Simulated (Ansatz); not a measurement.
# [CSO3F3]− (trifluoromethanesulfonate) at MP2/def2-SVP

What is the vertical singlet–triplet gap of [CSO3F3]− (trifluoromethanesulfonate) at MP2/def2-SVP? 

The calculation is run with Ansatz 0.2.0.

2 further runs of the same task are left out: 2 set aside as unsound or not needed.

### Step 1. The structure to begin with

The species is [CSO3F3]− (8 atoms), meant as a singlet with charge -1. SMILES: `[O-]S(=O)(=O)C(F)(F)F`. The coordinates come from a PBE0-D4/def2-TZVPD relaxation.

Bond lengths: O1–S2 1.447 Å, S2–O3 1.447 Å, S2–O4 1.447 Å, S2–C5 1.853 Å, C5–F6 1.341 Å, C5–F7 1.341 Å, C5–F8 1.341 Å. Some angles: O1–S2–O3 115.5°, O1–S2–O4 115.5°, O1–S2–C5 102.4°, O3–S2–O4 115.5°, O3–S2–C5 102.4°, O4–S2–C5 102.4°, S2–C5–F6 111.9°, S2–C5–F7 111.9°, S2–C5–F8 111.9°, F6–C5–F7 106.9°.

### Step 2. The energy at MP2/def2-SVP

The input, input.yaml:

```yaml
crystal:
  periodic: [false, false, false]
  atoms:
    - {symbol: O, position_ang: [-0.452120, -1.793850, 0.534600]}
    - {symbol: S, position_ang: [0.514500, -0.855220, 0.007850]}
    - {symbol: O, position_ang: [1.622110, -0.542800, 0.884460]}
    - {symbol: O, position_ang: [0.853150, -1.026290, -1.388190]}
    - {symbol: C, position_ang: [-0.440870, 0.732840, -0.006730]}
    - {symbol: F, position_ang: [-0.854330, 1.079580, 1.221330]}
    - {symbol: F, position_ang: [0.292430, 1.753940, -0.474640]}
    - {symbol: F, position_ang: [-1.534870, 0.651830, -0.778680]}
basis:
  gaussian: {orbitals: def2-SVP}
total_charge: -1
correlation: {method: mp2, frozen_orbitals: {C: 1, F: 1, O: 1, S: 5}}
accuracy: high
```

On the command line:

```sh
ansatz run input.yaml --threads 1 --pin off --max-ram 3480MiB --events-out events.jsonl --progress --plain --runs-dir runs
```

Log:

```text
Warning: RAYON_NUM_THREADS=1 ignored (pool sized by the plan → 1); use --threads N
Functional definition: HF
  name "HF"
  exchange = exact_x
  correlation = 0
2515 factors; integrals over basis functions are off by at most 3.9e-9 eV
mean field evaluation 1: about -26049.7470 eV, gradient 7.4e1 eV
mean field evaluation 2: about -26049.9988 eV, gradient 7.4e1 eV
mean field evaluation 4: about -26060.1128 eV, gradient 4.9e0 eV
mean field evaluation 8: about -26060.1882 eV, gradient 2.3e-1 eV
mean field evaluation 16: about -26060.1884 eV, gradient 1.0e-8 eV
mean field -26060.18839820 eV, -957.6942594037 hartree, gradient 2.4e-8 eV, S^2 0.000000; 0 other end points of the search recorded, 0 dependent functions left out
12 core orbitals not correlated: weight in the atoms' cores, before any rotation towards them, 1.000 or more for the frozen orbitals, at most 0.000 for the correlated occupied ones
reference -26060.18839820 eV, -957.6942594037 hartree; 25, 25 occupied and 79, 79 virtual orbitals, 2515 factors
second order -37.11542581 eV of doubles, -0.00000000 eV of singles
Total energy: -26097.30382401 eV, -959.0582261444 hartree
```

Wall time 6.3 s (1 thread of Arm Neoverse V2, shared host); peak memory 0.43 GiB.

### Step 3. The triplet at the same level

The input, molecule.yaml:

```yaml
crystal:
  periodic: [false, false, false]
  atoms:
    - symbol: O
      position_ang: [-0.452120, -1.793850, 0.534600]
    - symbol: S
      position_ang: [0.514500, -0.855220, 0.007850]
    - symbol: O
      position_ang: [1.622110, -0.542800, 0.884460]
    - symbol: O
      position_ang: [0.853150, -1.026290, -1.388190]
    - symbol: C
      position_ang: [-0.440870, 0.732840, -0.006730]
    - symbol: F
      position_ang: [-0.854330, 1.079580, 1.221330]
    - symbol: F
      position_ang: [0.292430, 1.753940, -0.474640]
    - symbol: F
      position_ang: [-1.534870, 0.651830, -0.778680]
basis:
  gaussian:
    orbitals: def2-SVP
total_charge: -1
magnetization:
  spin_polarized: true
  initial_magnetization: 2
correlation:
  method: mp2
  frozen_orbitals: {C: 1, F: 1, O: 1, S: 5}
accuracy: high
```

On the command line:

```sh
ansatz run molecule.yaml --threads 1 --pin off --max-ram 3480MiB --events-out events.jsonl --progress --plain --runs-dir runs
```

Log, cut to the lines that bear on the results:

```text
Warning: RAYON_NUM_THREADS=1 ignored (pool sized by the plan → 1); use --threads N
[... 2 set-up lines as earlier in the session ...]
[...]
2515 factors; integrals over basis functions are off by at most 3.9e-9 eV
[...]
mean field -26051.33759255 eV, -957.3689982953 hartree, gradient 1.9e-8 eV, S^2 2.036427; 30 other end points of the search recorded, 0 dependent functions left out
12 core orbitals not correlated: weight in the atoms' cores, before any rotation towards them, 1.000 or more for the frozen orbitals, at most 0.000 for the correlated occupied ones
reference -26051.33759255 eV, -957.3689982953 hartree; 26, 24 occupied and 78, 80 virtual orbitals, 2515 factors
second order -36.33344666 eV of doubles, -0.00000000 eV of singles
Total energy: -26087.67103921 eV, -958.7042278324 hartree
```

Run time: 3.2 min. Hardware: 1 thread of Arm Neoverse V2, shared host; peak memory 0.77 GiB.

### Step 4. What came out

At MP2/def2-SVP, 12 core orbitals frozen:

```
                                             quantity          value
                                singlet: total energy  -959.05823 Eh
singlet: correlation energy (12 core orbitals frozen)    -1364.0 mEh
                                triplet: total energy  -958.70423 Eh
triplet: correlation energy (12 core orbitals frozen)    -1335.2 mEh
           triplet: ⟨S²⟩ of the reference determinant          2.036
     vertical energy of the triplet above the singlet       9.633 eV
```

What this shows: At this shape the triplet lies 9.63 eV (929 kJ/mol) above the singlet. For an anion a state so high probably lies above electron detachment.
